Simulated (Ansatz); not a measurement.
# WC: a sublattice displacement scan

Computed with Ansatz 0.2.0 (DFT LDA, scalar-relativistic, plane waves, PAW, unless a step's input says otherwise).

## Step 1: The structure to begin with

Symmetry: Fm-3m, No. 225, cubic system. The conventional cell has a = 4.385 Å, b = 4.385 Å, c = 4.385 Å, α = 90.00°, β = 90.00°, γ = 90.00°. Around W (site symmetry m-3m) lie 6 C at 2.19 Å. C (site symmetry m-3m) has 6 W at 2.19 Å as nearest neighbours.

Coordinates:

```cif
data_structure
_symmetry_space_group_name_H-M 'P 1'
_symmetry_Int_Tables_number 1
_cell_length_a 3.1009
_cell_length_b 3.1009
_cell_length_c 3.1009
_cell_angle_alpha 60.000
_cell_angle_beta 60.000
_cell_angle_gamma 60.000
_cell_volume 21.08
loop_
_atom_site_label
_atom_site_type_symbol
_atom_site_fract_x
_atom_site_fract_y
_atom_site_fract_z
_atom_site_occupancy
W1 W 0.00000 0.00000 0.00000 1
C1 C 0.50000 0.50000 0.50000 1
```

The structure comes from the Materials Project (structure only). Such an entry need not be the stable form.

## Step 2: Probe: one point on a coarse mesh

The input, input.yaml:

```yaml
crystal:
  lattice:
    - [0.0, 2.192684, 2.192684]
    - [2.192684, 0.0, 2.192684]
    - [2.192684, 2.192684, 0.0]
  atoms:
    - { symbol: W, position: [0.0, 0.0, 0.0] }
    - { symbol: C, position: [0.5, 0.5, 0.5] }
basis:
  ecutwfc: 420
kpoints:
  mp_grid: { grid: [8, 8, 8] }
hamiltonian:
  xc: lda
scf:
  occupations: { method: gaussian, width: 0.1 }
output:
  forces: true
  stress: true
  eigenvalues: true
```

Launch:

```
ansatz run input.yaml --threads 1 --pin off --max-ram 1228MiB --backend cpu --events-out ev --progress --plain --runs-dir out
```

What time and memory should one allow on 1 thread of an Arm CPU, shared host?

About 1.2 s, with a peak of 0.26 GiB.
